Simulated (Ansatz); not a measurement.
**BCl₂FH₇NSi₂ (built from SMILES F.[SiH3]N([SiH3])B(Cl)Cl): a reaction path by the nudged elastic band**

Aim: the minimum-energy path between two given structures and its highest point. Both ends were relaxed at PBE0-D4 in triple zeta. A second band with other settings follows.

Computed with Ansatz 0.2.0, Gaussian basis. Level: PBE0-D4/def2-SVP.

22 further runs of the same task are left out: 22 set aside as unsound or not needed.

## Step 1: Where the work starts

The first end: 14 atoms, charge 0, spin multiplicity 1.

Atoms are counted from 1 here; the program's logs count them from 0.

Bond lengths: B1–Cl2 1.786 Å, B1–Cl3 1.757 Å, B1–N4 1.395 Å, N4–Si5 1.771 Å, N4–Si6 1.770 Å, Si5–H9 1.481 Å, Si5–H10 1.482 Å, Si5–H11 1.480 Å, Si6–H12 1.480 Å, Si6–H13 1.481 Å, Si6–H14 1.482 Å, H7–F8 0.927 Å. Angles: Cl2–B1–Cl3 116.5°, Cl2–B1–N4 120.9°, Cl3–B1–N4 122.6°, B1–N4–Si5 118.4°, B1–N4–Si6 119.7°, Si5–N4–Si6 121.8°, N4–Si5–H9 106.7°, N4–Si5–H10 110.0°, N4–Si5–H11 110.1°, H9–Si5–H10 109.7°, H9–Si5–H11 110.0°, H10–Si5–H11 110.4°, N4–Si6–H12 110.3°, N4–Si6–H13 106.8°, N4–Si6–H14 109.7°, H12–Si6–H13 110.0°, H12–Si6–H14 110.2°, H13–Si6–H14 109.7°.

As a file:

```
B     0.4805   -0.4855   -1.2112
Cl    2.2659   -0.4553   -1.2368
Cl   -0.3242   -0.6365   -2.7658
N    -0.2192   -0.3942   -0.0081
Si   -1.9892   -0.3699   -0.0620
Si    0.6698   -0.2860    1.5182
H     2.1199    1.8357   -1.0115
F     1.7241    2.6651   -0.8896
H    -2.4553   -0.2215    1.3360
H    -2.4960   -1.6436   -0.6244
H    -2.4579    0.7749   -0.8751
H     1.5151    0.9291    1.5361
H    -0.3406   -0.2165    2.5983
H     1.5072   -1.4957    1.6960
```

The second end:

```mol
BCl2FH7NSi2
  3D, bonds by distance, orders not assigned

 14 12  0  0  0  0  0  0  0  0999 V2000
    0.0489    0.9622   -1.1013 B   0  0
    3.0564   -1.0553   -1.1042 Cl  0  0
   -0.8853    1.0030   -2.6017 Cl  0  0
   -0.3841    0.2367    0.0147 N   0  0
   -1.8816   -0.6878   -0.0660 Si  0  0
    0.5192    0.1496    1.5249 Si  0  0
    2.9358    0.2109   -1.2632 H   0  0
    1.1847    1.6641   -1.1035 F   0  0
   -2.0106   -1.3274    1.2695 H   0  0
   -1.8060   -1.7331   -1.1120 H   0  0
   -3.0419    0.2023   -0.3020 H   0  0
    1.7375    0.9809    1.4175 H   0  0
   -0.3445    0.6564    2.6212 H   0  0
    0.8716   -1.2625    1.8063 H   0  0
  1  3  8  0
  1  4  8  0
  1  8  8  0
  2  7  8  0
  4  5  8  0
  4  6  8  0
  5  9  8  0
  5 10  8  0
  5 11  8  0
  6 12  8  0
  6 13  8  0
  6 14  8  0
M  END
```

## Step 2: The band at PBE0-D4/def2-SVP

Input file neb/in.yaml:

```yaml
crystal:
  periodic: [false, false, false]
  atoms:
    - {symbol: B, position_ang: [0.480511, -0.485466, -1.211188]}
    - {symbol: Cl, position_ang: [2.265882, -0.455334, -1.236765]}
    - {symbol: Cl, position_ang: [-0.324236, -0.636468, -2.765838]}
    - {symbol: N, position_ang: [-0.219204, -0.394196, -0.008073]}
    - {symbol: Si, position_ang: [-1.989172, -0.369949, -0.062047]}
    - {symbol: Si, position_ang: [0.669783, -0.285981, 1.518210]}
    - {symbol: H, position_ang: [2.119947, 1.835676, -1.011475]}
    - {symbol: F, position_ang: [1.724068, 2.665115, -0.889607]}
    - {symbol: H, position_ang: [-2.455327, -0.221535, 1.336006]}
    - {symbol: H, position_ang: [-2.495996, -1.643636, -0.624351]}
    - {symbol: H, position_ang: [-2.457917, 0.774933, -0.875068]}
    - {symbol: H, position_ang: [1.515080, 0.929050, 1.536113]}
    - {symbol: H, position_ang: [-0.340634, -0.216541, 2.598286]}
    - {symbol: H, position_ang: [1.507216, -1.495671, 1.695997]}
basis:
  gaussian: {orbitals: def2-SVP}
hamiltonian: {xc: pbe0, dispersion: d4}
neb:
  images: 5
  climbing: true
  max_iterations: 40
  initial_path: idpp
  final_atoms:
    - {symbol: B, position_ang: [0.048862, 0.962156, -1.101325]}
    - {symbol: Cl, position_ang: [3.056385, -1.055277, -1.104187]}
    - {symbol: Cl, position_ang: [-0.885319, 1.002984, -2.601667]}
    - {symbol: N, position_ang: [-0.384067, 0.236715, 0.014730]}
    - {symbol: Si, position_ang: [-1.881617, -0.687760, -0.065975]}
    - {symbol: Si, position_ang: [0.519157, 0.149627, 1.524896]}
    - {symbol: H, position_ang: [2.935756, 0.210909, -1.263216]}
    - {symbol: F, position_ang: [1.184692, 1.664060, -1.103535]}
    - {symbol: H, position_ang: [-2.010614, -1.327414, 1.269494]}
    - {symbol: H, position_ang: [-1.805973, -1.733135, -1.111974]}
    - {symbol: H, position_ang: [-3.041864, 0.202285, -0.302046]}
    - {symbol: H, position_ang: [1.737495, 0.980901, 1.417483]}
    - {symbol: H, position_ang: [-0.344511, 0.656410, 2.621214]}
    - {symbol: H, position_ang: [0.871619, -1.262457, 1.806310]}
```

Command:

```bash
ansatz run in.yaml --threads 4 --pin off --events-out ev --progress --plain --max-ram 46080MiB --backend cpu
```

Output, cut to the lines that bear on the results:

```text
Functional definition: PBE0
  name "PBE0"
  cite "Adamo & Barone, J. Chem. Phys. 110, 6158 (1999) doi:10.1063/1.478522"
  cite "Perdew, Burke & Ernzerhof, Phys. Rev. Lett. 77, 3865 (1996) doi:10.1103/PhysRevLett.77.3865"
  parent pbe
[...]
1541 factors; integrals over basis functions are off by at most 4.6e-4 eV
[...]
mean field -45765.34293816 eV, -1681.8453321136 hartree, gradient 1.9e-5 eV, S^2 0.000000; 0 other end points of the search recorded, 0 dependent functions left out
[...]
reference -45765.34296843 eV, -1681.8453332261 hartree; 45, 45 occupied and 104, 104 virtual orbitals, 1541 factors
[... from here to the last solve, the lines of the solves are left out (102 solves) ...]
WARN: NEB end point (image 0): max|allowed force component| = 2.678e-1 eV/Å (the criterion of neb.relax_end_points is 1.000e-2). That is over neb.f_tol: it is no minimum, so the barrier can be far off. Relax it first
WARN: NEB end point (image 6): max|allowed force component| = 2.417e-1 eV/Å (the criterion of neb.relax_end_points is 1.000e-2). That is over neb.f_tol: it is no minimum, so the barrier can be far off. Relax it first
NEB iter   1: max|band force component| = 5.348e0 eV/Å  barrier→ = 4.2690 eV  barrier← = 4.8888 eV  Δτ_max = 0.2000 Å  (196 SCF iters)
[...]
NEB iter   4: max|band force component| = 1.421e0 eV/Å  barrier→ = 1.1873 eV  barrier← = 1.8071 eV  Δτ_max = 0.2000 Å  (148 SCF iters)
[...]
NEB iter   7: max|band force component| = 3.141e-1 eV/Å  barrier→ = 0.7359 eV  barrier← = 1.3556 eV  CI = image 3  Δτ_max = 0.0653 Å  (151 SCF iters)
[...]
NEB iter  13: max|band force component| = 4.948e-2 eV/Å  barrier→ = 0.7240 eV  barrier← = 1.3437 eV  CI = image 3  CI's point: of a kind that is not told: the force calls were inconclusive, a negative curvature could not be distinguished from the path's own, the only one lies far off the [...]
Total energy: -45765.02337970 eV, -1681.8335885570 hartree
Atom 0 at     0.516583     0.261641    -1.165795 Å, force    -0.028795     0.000061    -0.010761 eV/Å
Atom 1 at     2.364287    -0.728312    -1.212730 Å, force    -0.002361    -0.008706    -0.006299 eV/Å
Atom 2 at    -0.258682     0.153812    -2.761450 Å, force     0.003594     0.001624     0.005868 eV/Å
Atom 3 at    -0.212652     0.027029     0.026873 Å, force     0.021089     0.007485    -0.001095 eV/Å
Atom 4 at    -1.908002    -0.475954    -0.095257 Å, force     0.002500    -0.003056     0.002549 eV/Å
Atom 5 at     0.581731     0.037386     1.608923 Å, force    -0.009884     0.001031     0.000531 eV/Å
Atom 6 at     2.261941     0.858771    -1.184519 Å, force     0.003963     0.014047     0.003835 eV/Å
Atom 7 at     1.404944     1.576002    -1.128653 Å, force     0.010750    -0.008083     0.003299 eV/Å
Atom 8 at    -2.346132    -0.727818     1.310091 Å, force     0.000910    -0.001250    -0.000281 eV/Å
Atom 9 at    -2.052408    -1.733405    -0.880986 Å, force     0.001403    -0.001619     0.000153 eV/Å
Atom 10 at    -2.750509     0.598390    -0.691938 Å, force    -0.000021    -0.003193     0.000496 eV/Å
Atom 11 at     1.816730     0.865212     1.528131 Å, force    -0.000350    -0.001993     0.000442 eV/Å
Atom 12 at    -0.352223     0.633965     2.605782 Å, force     0.000184     0.003341     0.000036 eV/Å
Atom 13 at     0.934394    -1.346721     2.041728 Å, force    -0.002982     0.000311     0.001227 eV/Å
Dipole moment:     0.053917     0.105322     0.226669 e Å
```

It took 6.3 min on 4 threads of AMD EPYC 7R13, shared host.

The last band:

```csv
image,path (Å),energy (kJ/mol),B1–F8 (Å),Cl2–H7 (Å),B1–Cl2 (Å),H7–F8 (Å)
0,0.00,0.0,3.40,2.31,1.79,0.93
1,0.95,-5.0,2.90,2.29,1.79,0.93
2,1.90,6.5,2.52,2.14,1.81,0.93
3,2.86,69.9,1.59,1.59,2.10,1.12
4,3.63,-35.8,1.36,1.30,2.81,1.76
5,4.40,-59.2,1.34,1.29,3.31,2.02
6,5.18,-59.8,1.34,1.28,3.62,2.28
```

The highest image, 3:

```xyz
14
BCl2FH7NSi2
B     0.5166    0.2616   -1.1658
Cl    2.3643   -0.7283   -1.2127
Cl   -0.2587    0.1538   -2.7614
N    -0.2127    0.0270    0.0269
Si   -1.9080   -0.4760   -0.0953
Si    0.5817    0.0374    1.6089
H     2.2619    0.8588   -1.1845
F     1.4049    1.5760   -1.1287
H    -2.3461   -0.7278    1.3101
H    -2.0524   -1.7334   -0.8810
H    -2.7505    0.5984   -0.6919
H     1.8167    0.8652    1.5281
H    -0.3522    0.6340    2.6058
H     0.9344   -1.3467    2.0417
```

## Step 3: The band at PBE0-D4/def2-SVP, other settings

neb/in.yaml, as its differences from that of step 2:

```diff
@@ -21,5 +21,5 @@
 neb:
-  images: 5
+  images: 7
   climbing: true
-  max_iterations: 40
+  max_iterations: 60
   initial_path: idpp
```

Command:

```bash
ansatz run in.yaml --threads 4 --pin off --events-out ev --progress --plain --max-ram 46080MiB --backend cpu
```

Output:

```text
[... 5 set-up lines as earlier in the session ...]
  parameter a = 0.25
  parameter kappa = 0.804
  parameter beta = 0.06672455060314922
  exchange = (1 - a)*pbe_x(kappa = kappa, mu = beta*pi^2/3) + a*exact_x
  correlation = pbe_c(beta = beta)
1541 factors; integrals over basis functions are off by at most 4.6e-4 eV
mean field evaluation 1: about -45759.6603 eV, gradient 5.5e1 eV
mean field evaluation 2: about -45750.4287 eV, gradient 8.3e1 eV
mean field evaluation 4: about -45765.2705 eV, gradient 4.0e0 eV
mean field evaluation 8: about -45765.3429 eV, gradient 1.4e-1 eV
mean field evaluation 16: about -45765.3429 eV, gradient 1.9e-5 eV
mean field -45765.34293816 eV, -1681.8453321136 hartree, gradient 1.9e-5 eV, S^2 0.000000; 0 other end points of the search recorded, 0 dependent functions left out
the calculation of the forces begins
reference -45765.34296843 eV, -1681.8453332261 hartree; 45, 45 occupied and 104, 104 virtual orbitals, 1541 factors
[... from here to the last solve, the lines of the solves are left out (163 solves) ...]
WARN: NEB end point (image 0): max|allowed force component| = 2.678e-1 eV/Å (the criterion of neb.relax_end_points is 1.000e-2). That is over neb.f_tol: it is no minimum, so the barrier can be far off. Relax it first
WARN: NEB end point (image 8): max|allowed force component| = 2.417e-1 eV/Å (the criterion of neb.relax_end_points is 1.000e-2). That is over neb.f_tol: it is no minimum, so the barrier can be far off. Relax it first
NEB iter   1: max|band force component| = 4.999e0 eV/Å  barrier→ = 4.2081 eV  barrier← = 4.8278 eV  Δτ_max = 0.2000 Å  (249 SCF iters)
NEB iter   2: max|band force component| = 3.989e0 eV/Å  barrier→ = 2.5605 eV  barrier← = 3.1802 eV  Δτ_max = 0.2000 Å  (208 SCF iters)
NEB iter   3: max|band force component| = 8.550e0 eV/Å  barrier→ = 1.5669 eV  barrier← = 2.1867 eV  Δτ_max = 0.1006 Å  (223 SCF iters)
NEB iter   4: max|band force component| = 1.618e0 eV/Å  barrier→ = 1.2020 eV  barrier← = 1.8217 eV  Δτ_max = 0.2000 Å  (207 SCF iters)
NEB iter   5: max|band force component| = 9.005e-1 eV/Å  barrier→ = 0.8505 eV  barrier← = 1.4703 eV  Δτ_max = 0.1924 Å  (205 SCF iters)
NEB iter   6: max|band force component| = 1.007e0 eV/Å  barrier→ = 0.7537 eV  barrier← = 1.3735 eV  Δτ_max = 0.0965 Å  (209 SCF iters)
NEB iter   7: max|band force component| = 2.702e-1 eV/Å  barrier→ = 0.7383 eV  barrier← = 1.3581 eV  CI = image 4  Δτ_max = 0.1936 Å  (211 SCF iters)
NEB iter   8: max|band force component| = 1.269e0 eV/Å  barrier→ = 0.7325 eV  barrier← = 1.3522 eV  CI = image 4  Δτ_max = 0.0967 Å  (214 SCF iters)
NEB iter   9: max|band force component| = 1.201e-1 eV/Å  barrier→ = 0.7313 eV  barrier← = 1.3510 eV  CI = image 4  Δτ_max = 0.0992 Å  (209 SCF iters)
NEB iter  10: max|band force component| = 6.220e-2 eV/Å  barrier→ = 0.7300 eV  barrier← = 1.3497 eV  CI = image 4  Δτ_max = 0.0772 Å  (208 SCF iters)
NEB iter  11: max|band force component| = 2.005e-1 eV/Å  barrier→ = 0.7288 eV  barrier← = 1.3485 eV  CI = image 4  Δτ_max = 0.0389 Å  (208 SCF iters)
NEB iter  12: max|band force component| = 7.374e-2 eV/Å  barrier→ = 0.7273 eV  barrier← = 1.3471 eV  CI = image 4  Δτ_max = 0.0439 Å  (209 SCF iters)
NEB iter  13: max|band force component| = 1.491e-1 eV/Å  barrier→ = 0.7256 eV  barrier← = 1.3454 eV  CI = image 4  Δτ_max = 0.0220 Å  (210 SCF iters)
NEB iter  14: max|band force component| = 1.505e-1 eV/Å  barrier→ = 0.7249 eV  barrier← = 1.3446 eV  CI = image 4  Δτ_max = 0.0110 Å  (210 SCF iters)
NEB iter  15: max|band force component| = 1.868e-1 eV/Å  barrier→ = 0.7246 eV  barrier← = 1.3443 eV  CI = image 4  Δτ_max = 0.0055 Å  (181 SCF iters)
NEB iter  16: max|band force component| = 9.563e-2 eV/Å  barrier→ = 0.7244 eV  barrier← = 1.3441 eV  CI = image 4  Δτ_max = 0.0055 Å  (165 SCF iters)
NEB iter  17: max|band force component| = 1.582e-2 eV/Å  barrier→ = 0.7243 eV  barrier← = 1.3440 eV  CI = image 4  Δτ_max = 0.0110 Å  (160 SCF iters)
1545 factors; integrals over basis functions are off by at most 8.3e-4 eV
mean field -45765.99097922 eV, -1681.8691471833 hartree, gradient 2.1e-6 eV, S^2 0.000000; 0 other end points of the search recorded, 0 dependent functions left out
the calculation of the forces begins
reference -45765.99101090 eV, -1681.8691483479 hartree; 45, 45 occupied and 104, 104 virtual orbitals, 1545 factors
NEB iter  18: max|band force component| = 2.398e-2 eV/Å  barrier→ = 0.7240 eV  barrier← = 1.3437 eV  CI = image 4  CI's point: of a kind that is not told: the force calls were inconclusive, a negative curvature could not be distinguished from the path's own, the only one lies far off the path, or fixed occupations may fill a level only in part  Δτ_max = 0.0000 Å  (965 SCF iters)
Total energy: -45765.02335933 eV, -1681.8335878084 hartree
Atom 0 at     0.514739     0.261239    -1.166759 Å, force    -0.011861     0.008042    -0.005797 eV/Å
Atom 1 at     2.360154    -0.735769    -1.213180 Å, force    -0.000219    -0.006909    -0.005383 eV/Å
Atom 2 at    -0.261832     0.151895    -2.761186 Å, force     0.001136     0.001618     0.001402 eV/Å
Atom 3 at    -0.213234     0.031393     0.027410 Å, force     0.010242     0.002861     0.001892 eV/Å
Atom 4 at    -1.909003    -0.471922    -0.092614 Å, force     0.007450    -0.003523     0.000175 eV/Å
Atom 5 at     0.583295     0.038287     1.608507 Å, force    -0.007015     0.002215    -0.002683 eV/Å
Atom 6 at     2.263911     0.851610    -1.188187 Å, force    -0.002281     0.008026     0.003208 eV/Å
Atom 7 at     1.409000     1.572049    -1.133453 Å, force     0.004408    -0.011807     0.004448 eV/Å
Atom 8 at    -2.349264    -0.712298     1.313957 Å, force     0.000970    -0.001682     0.000637 eV/Å
Atom 9 at    -2.052648    -1.735978    -0.868061 Å, force     0.001231    -0.000350    -0.000333 eV/Å
Atom 10 at    -2.749888     0.597582    -0.699721 Å, force    -0.001218    -0.001267     0.000863 eV/Å
Atom 11 at     1.816799     0.868489     1.528998 Å, force     0.000150    -0.002183    -0.000585 eV/Å
Atom 12 at    -0.350820     0.630031     2.607962 Å, force     0.000227     0.004170     0.000496 eV/Å
Atom 13 at     0.938792    -1.346612     2.036528 Å, force    -0.003221     0.000788     0.001659 eV/Å
Dipole moment:     0.052663     0.105425     0.226476 e Å
```

Wall time 10 min (4 threads of AMD EPYC 7R13, shared host).

The last band:

```
image  path (Å)  energy (kJ/mol)  B1–F8 (Å)  Cl2–H7 (Å)  B1–Cl2 (Å)  H7–F8 (Å)
    0      0.00              0.0       3.40        2.31        1.79       0.93
    1      0.80             -5.5       2.89        2.31        1.79       0.93
    2      1.59             -3.7       2.87        2.26        1.79       0.93
    3      2.39             12.9       2.38        2.09        1.82       0.94
    4      3.19             69.9       1.59        1.59        2.10       1.12
    5      3.79            -17.8       1.37        1.32        2.62       1.64
    6      4.39            -52.9       1.34        1.29        3.12       1.95
    7      4.99            -60.8       1.34        1.29        3.40       2.07
    8      5.59            -59.8       1.34        1.28        3.62       2.28
```

The highest image, 4:

```xyz
14

B     0.51474    0.26124   -1.16676
Cl    2.36015   -0.73577   -1.21318
Cl   -0.26183    0.15190   -2.76119
N    -0.21323    0.03139    0.02741
Si   -1.90900   -0.47192   -0.09261
Si    0.58330    0.03829    1.60851
H     2.26391    0.85161   -1.18819
F     1.40900    1.57205   -1.13345
H    -2.34926   -0.71230    1.31396
H    -2.05265   -1.73598   -0.86806
H    -2.74989    0.59758   -0.69972
H     1.81680    0.86849    1.52900
H    -0.35082    0.63003    2.60796
H     0.93879   -1.34661    2.03653
```

## Step 4: Summary of results

| quantity | value |
| --- | --- |
| PBE0-D4/def2-SVP, 13 iterations | highest 69.9 kJ/mol (image 3), last end -59.8 kJ/mol |
| PBE0-D4/def2-SVP, 18 iterations | highest 69.9 kJ/mol (image 4), last end -59.8 kJ/mol |
| from earlier runs: barrier over the separately found saddle, CCSD(T)/def2-TZVPP | 106.4 kJ/mol |

What this shows: The highest image lies 69.9 kJ/mol above the first end, and it climbed, so it estimates the saddle. The ends are not quite minima at this level (largest force component 0.27 eV/Å), so the heights are unreliable: relaxing the first end would lower it and raise the barrier above it. The highest image is 36.5 kJ/mol below the CCSD(T) barrier in triple zeta, which comes from separate runs on the saddle. The second band's highest image lies at 69.9 kJ/mol, at the same level with other band settings.
